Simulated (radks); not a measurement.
# Nuclear size and the levels of Ir

One table from this session's results is given with a row withheld; the runs are named, their logs left out.

Program: radks (a radial shooting solver on a logarithmic mesh, Libxc functionals) version 1. Level of theory: Dirac Kohn-Sham, exchange-only LDA, spin-unpolarised, spherical densities, finite nucleus; open shells are shared between the two j in proportion to 2j + 1. These are calculated values, not measurements, unless marked.

### The atom as given

- element: iridium (Z = 77)
- charge: 0
- electrons: 77
- configuration: [Xe] 4f14 5d7 6s2
- nuclear rms radius: 5.4032 fm

The outer shells:

Ir
```
[Xe] core
4f [↑↓][↑↓][↑↓][↑↓][↑↓][↑↓][↑↓]
5d [↑↓][↑↓][↑ ][↑ ][↑ ]
6s [↑↓]
```

The first run:

Input:

```text
Z 77
configuration [Xe] 4f14 5d7 6s2 6p0 7s0
relativity Dirac
functional lda,
spin unpolarised
j_filling average
nucleus finite rms 5.4032 fm
c 137.035999084
```

Launch:

```bash
python run_ks.py task.json out
```

The same process makes all the runs of this session.

Steps of the session up to this table: rms radius 5.4032 fm.

One of the session's tables, all rows but one given; the rest of the session is left out.

It belongs to the step «rms radius 5.4032 fm». Sizes of the orbitals, from the radial functions (bohr):

| level | <r> | outermost maximum (interpolated) | 90 % within | nodes |
| --- | --- | --- | --- | --- |
| 4f5/2 | 0.5318 | 0.392 | 0.863 | 0 |
| 4f7/2 | 0.5395 | 0.397 | 0.876 | 0 |
| 5p3/2 | 1.165 | 1.03 | 1.70 | 3 |
| 5d3/2 | 1.687 | 1.28 | 2.67 | 2 |
| 5d5/2 | 1.772 | 1.32 | 2.82 | 2 |
| 6s1/2 | ? | ? | ? | ? |
| 6p1/2 | 4.410 | 3.23 | 7.06 | 4 |
| 6p3/2 | 5.350 | 3.78 | 8.74 | 4 |

Estimate the missing values for 6s1/2.

**Answer.** <r>: 2.934; outermost maximum (interpolated): 2.41; 90 % within: 4.41; nodes: 5. In the column «<r>» it lies between 5d5/2 (1.772) and 6p1/2 (4.410).
